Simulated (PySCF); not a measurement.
# HoCl3(NH3): other functionals and bases at one geometry

The task here is to estimate one member of a computed series from the others.

Method: several levels, as the steps say, no spin–orbit coupling; program: PySCF 2.14.0.

1 further run of the same task is left out (for a known fault of the program).

**Starting geometry**

8 atoms, charge 0, spin multiplicity 1.

Bond lengths: Ho1–Cl2 2.480 Å, Ho1–Cl3 2.480 Å, Ho1–Cl4 2.480 Å, Ho1–N5 2.439 Å, N5–H6 1.023 Å, N5–H7 1.023 Å, N5–H8 1.023 Å. Angles: Cl2–Ho1–Cl3 119.2°, Cl2–Ho1–Cl4 119.2°, Cl2–Ho1–N5 95.3°, Cl3–Ho1–Cl4 119.2°, Cl3–Ho1–N5 95.3°, Cl4–Ho1–N5 95.3°, Ho1–N5–H6 112.2°, Ho1–N5–H7 112.2°, Ho1–N5–H8 112.2°, H6–N5–H7 106.6°, H6–N5–H8 106.6°, H7–N5–H8 106.6°.

Coordinates:

```
Ho    0.0241   -0.0241    0.0241
Cl    1.1642    1.8599    1.1642
Cl   -1.8599   -1.1642    1.1642
Cl    1.1642   -1.1642   -1.8599
N    -1.3838    1.3838   -1.3838
H    -1.9932    1.9932   -0.8334
H    -0.8334    1.9932   -1.9932
H    -1.9932    0.8334   -1.9932
```

Formal oxidation states: Ho +3. Each metal's 10 4f electrons lie in its core potential, so multiplicities, spins and levels count the valence alone. An earlier session relaxed this geometry at PBE0, Ho lcecp-1-SVP with ECP56, Cl def2-SVP, N def2-SVP, H def2-SVP (singlet, point group C3v).

At PBE0 on the finer grid: E = -1474.143012 Eh, HOMO -8.42 eV, LUMO -1.06 eV, Mulliken charge on Ho1 +0.80 e, largest force component 0.005 eV/Å. 

Levels to run: PBE; M06-L; PBE0, TZVP. Hardware: 2 threads of Arm Neoverse V1, shared host.

The first run:

run.py (the lines that set the calculation) reads:

```python
mol = gto.M(atom='''
Ho     0.02413    -0.02413     0.02413
Cl     1.16424     1.85987     1.16424
Cl    -1.85987    -1.16424     1.16424
Cl     1.16424    -1.16424    -1.85987
N     -1.38376     1.38376    -1.38376
H     -1.99318     1.99318    -0.83336
H     -0.83336     1.99318    -1.99318
H     -1.99318     0.83336    -1.99318''',
    basis={'Ho': 'lcecp-1-SVP', 'Cl': 'def2-SVP', 'N': 'def2-SVP', 'H': 'def2-SVP'},
    ecp={'Ho': 'lcecp-1-SVP'},
    charge=0, spin=0)
mf = dft.RKS(mol, xc='PBE')
mf.grids.atom_grid = (75, 302)  # f atoms: unpruned, at least (60, 302)
mf = mf.density_fit()  # fitting sets: Ho AutoAux, Cl def2-universal-JKFIT, N def2-universal-JKFIT, H def2-universal-JKFIT
mf.conv_tol = 1e-08; mf.max_cycle = 55
mf.kernel(dm0)  # dm0: the density of the relaxed state
```

Command:

```sh
$ OMP_NUM_THREADS=2 python run.py
```

Among the steps run: PBE; M06-L; PBE0, TZVP.

One of the session's tables, all rows but one given; the rest of the session is left out.

| level | HOMO (eV) | gap (eV) | charge on Ho1 (e) | dipole (D) | largest force component (eV/Å) |
| --- | --- | --- | --- | --- | --- |
| PBE0 (relaxed here) | -8.42 | 7.36 | 0.80 | 5.49 | 0.00 |
| PBE | -7.00 | 5.26 | 0.60 | 5.44 | 0.22 |
| M06-L | -7.34 | 6.22 | 1.04 | 5.36 | 0.13 |
| PBE0, TZVP | ? | ? | ? | ? | ? |

Q: Estimate the row for PBE0, TZVP from the others.

The run gave: HOMO (eV): -8.55; gap (eV): 7.35; charge on Ho1 (e): 1.33; dipole (D): 5.40; largest force component (eV/Å): 0.21. In the column «HOMO (eV)» it is the lowest.

In one basis the HOMO–LUMO gap runs from 5.26 eV (PBE) to 7.36 eV (PBE0). The largest leftover force, 0.22 eV/Å with PBE, stands at a geometry relaxed at another level. With 4f in the core, its levels are missing from HOMO and gap, and its count is fixed, so no charge can pass from the ligands into it. Total energies of different levels can't be compared.
